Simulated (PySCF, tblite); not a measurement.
**C6H11O2 radical: geometry, infrared bands and EPR parameters**

Wanted: the infrared bands and EPR parameters of C6H11O2 radical (`C=C([CH]O)COCC`), by calculation.

The runs use tblite 0.8.0 and PySCF 2.14.0, with density-fitted response routines of our own; the level of theory stands in each step. All values are computed, except where a source is named. Atoms count from 0, in the outputs and in this text.

### Step 1. The molecule as given

19 atoms, charge 0, multiplicity 2; geometry from: force field or distance geometry start.

Bonds of the start (Å): C0–C1 1.34, C1–C2 1.42, C2–O3 1.37, C1–C4 1.52, C4–O5 1.44, O5–C6 1.43, C6–C7 1.52, C0–H8 1.09, C0–H9 1.10, C2–H10 1.09, O3–H11 0.98, C4–H12 1.10, C4–H13 1.10, C6–H14 1.10, C6–H15 1.09, C7–H16 1.09, C7–H17 1.09, C7–H18 1.09.

### Step 2. Relaxing the molecule with GFN2-xTB

Job settings and geometry (Å):

```
{"job": {"kind": "relax", "xc": "GFN2-xTB", "basis": "xTB"}, "charge": 0, "multiplicity": 2}
C     -2.530600    -0.898300     1.168700
C     -1.711500    -0.293000     0.291500
C     -2.187800     0.087000    -0.992900
O     -1.320800     0.248700    -2.043200
C     -0.276400     0.024200     0.676800
O      0.598200    -0.534700    -0.317200
C      1.983400    -0.400900     0.022400
C      2.500200     1.005600    -0.233500
H     -2.204600    -1.193900     2.162000
H     -3.575300    -1.119400     0.917800
H     -3.232900     0.106300    -1.309200
H     -0.420500    -0.045700    -1.779500
H     -0.029300    -0.380200     1.666000
H     -0.146100     1.113300     0.697400
H      2.152300    -0.695500     1.067700
H      2.529700    -1.103700    -0.598400
H      3.578600     1.052600    -0.092400
H      2.028500     1.720900     0.436800
H      2.255200     1.315800    -1.253900
```

Run with:

```console
$ OMP_NUM_THREADS=1 python probes_run.py task.json out
```

One launch serves the whole session: the jobs run in the order shown.

**Question.** This job is followed by: GFN2-xTB harmonic vibrations, gas phase; UKS B3LYP, pcH-1 on C H O, non-relativistic, mean-field spin-orbit, GIAO. Predict these results of the whole session: strongest single infrared mode (GFN2-xTB); zero-point energy (GFN2-xTB); g(iso) (B3LYP); ⟨S²⟩; largest a(iso) (averaged by class); potential on the surface of density 0.002 e/bohr³, 1st and 99th percentile.

The runs gave:

| quantity | value |
| --- | --- |
| strongest single infrared mode (GFN2-xTB) | 3298 cm⁻¹, 260 km/mol |
| zero-point energy (GFN2-xTB) | 98.7 kcal/mol |
| g(iso) (B3LYP) | 2.00308 |
| ⟨S²⟩ | 0.772 (exact 0.75) |
| largest a(iso) (averaged by class) | 13C on C0, 51.3 MHz |
| potential on the surface of density 0.002 e/bohr³, 1st and 99th percentile | -1.43 V and 0.97 V |

**Reading.** Over 94 steps the energy fell by 0.204 eV; of the close pairs, C1–C2 changed most, 1.422 to 1.386 Å. All 51 modes are real, so the xTB geometry is a minimum. The strongest single mode, at 3298 cm⁻¹, moves mainly H11. Unscaled tight-binding wavenumbers are off by several per cent, some by more. Its intensities can rank the bands wrongly. The largest spin populations lie on C0 (0.66 e), C2 (0.53 e). The isotropic g lies 0.8 ppt above the free-electron value.
